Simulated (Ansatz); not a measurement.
# LaF2 (CdI2 type): other levels of theory at one geometry

Task: rerun one cell of LaF2 (CdI2 type) with changes to the functional and spin–orbit coupling, and weigh what each level gives against its time. This structure was made by substitution into a known type, so it needn't be the compound's stable form.

Method: DFT at several levels, plane waves, PAW, in Ansatz 0.2.0.

3 further runs of the same task are left out: 1 that didn't finish, 2 set aside as unsound or not needed. Runs told in other sessions of the task aren't counted.

### 1 The system as given

Symmetry: P-3m1, No. 164, trigonal system. Conventional cell: a = 3.651 Å, b = 3.651 Å, c = 5.603 Å, α = 90.00°, β = 90.00°, γ = 120.00°. La (site symmetry -3m) is surrounded by 6 F at 2.50 Å. Around F (site symmetry 3m) lie 3 La at 2.50 Å.

Structure file:

```xyz
3
Lattice="3.6514 0.0000 0.0000 -1.8257 3.1622 0.0000 0.0000 0.0000 5.6028" Properties=species:S:1:pos:R:3 pbc="T T T"
La    0.0000    0.0000    0.0000
F     0.0000    2.1081    1.3453
F     1.8257    1.0541    4.2574
```

This cell comes from an earlier session at PBE: 21.564 Å³/atom at 0.01 GPa, on a 10×10×6 mesh, a metal on this mesh.

Levels to run: PBE+SOC; r²SCAN; PBEsol; LDA. Hardware: 2 threads of Arm Neoverse V2, shared host.

### 2 PBE+SOC

input.yaml reads:

```yaml
crystal:
  lattice:
    - [3.651408448, 0.0, 0.0]
    - [-1.825704224, 3.1622124755, 0.0]
    - [0.0, 0.0, 5.6027531424]
  atoms:
    - { symbol: La, position: [0.0, 0.0, 0.0] }
    - { symbol: F, position: [0.3333333333, 0.6666666667, 0.2401196039] }
    - { symbol: F, position: [0.6666666667, 0.3333333333, 0.7598803961] }
basis:
  ecutwfc: 420
  ecutrho_ratio: 4
kpoints:
  mp_grid: { grid: [10, 10, 6] }
hamiltonian:
  xc: pbe
scf:
  occupations: { method: gaussian, width: 0.05 }
output:
  forces: true
  stress: true
  eigenvalues: true
  populations: true
  hubbard: { sites: [{ species: La, l: f }] }
  dos: { projected: true, de: 0.02 }
  write_density: true
  write_potential: true
  elf: true
  volumetric_format: npy
magnetization:
  noncollinear: true
  spin_orbit: true
```

Command:

```sh
ansatz run input.yaml --threads 2 --pin off --max-ram 2662MiB --backend cpu --events-out ev --progress --plain --runs-dir out
```

Further steps of the session: r²SCAN; PBEsol; LDA.

**Question.** What will these runs give? Wanted: for each run, pressure.

As calculated:

| level | mesh | gap on the mesh (eV) | pressure (GPa) | time |
| --- | --- | --- | --- | --- |
| PBE | 10×10×6 | metal | 0.0 | 15 s* |
| LDA | 10×10×6 | metal | -5.1 | 2.4 s |
| PBEsol | 10×10×6 | metal | -2.8 | 2.6 s |
| PBE+SOC | 10×10×6 | metal | 0.0 | 24 s* |
| r²SCAN | 10×10×6 | metal | -1.1 | 7 s |

Times are on 2 threads of Arm Neoverse V2, shared host. * Includes bands or densities of states.

The pressure runs from -5.1 GPa (LDA) to 0.0 GPa (PBE); a negative pressure means that level wants a smaller cell, a positive one a larger cell. Every level gives a metal. Total energies of different levels have different zeros and can't be compared.
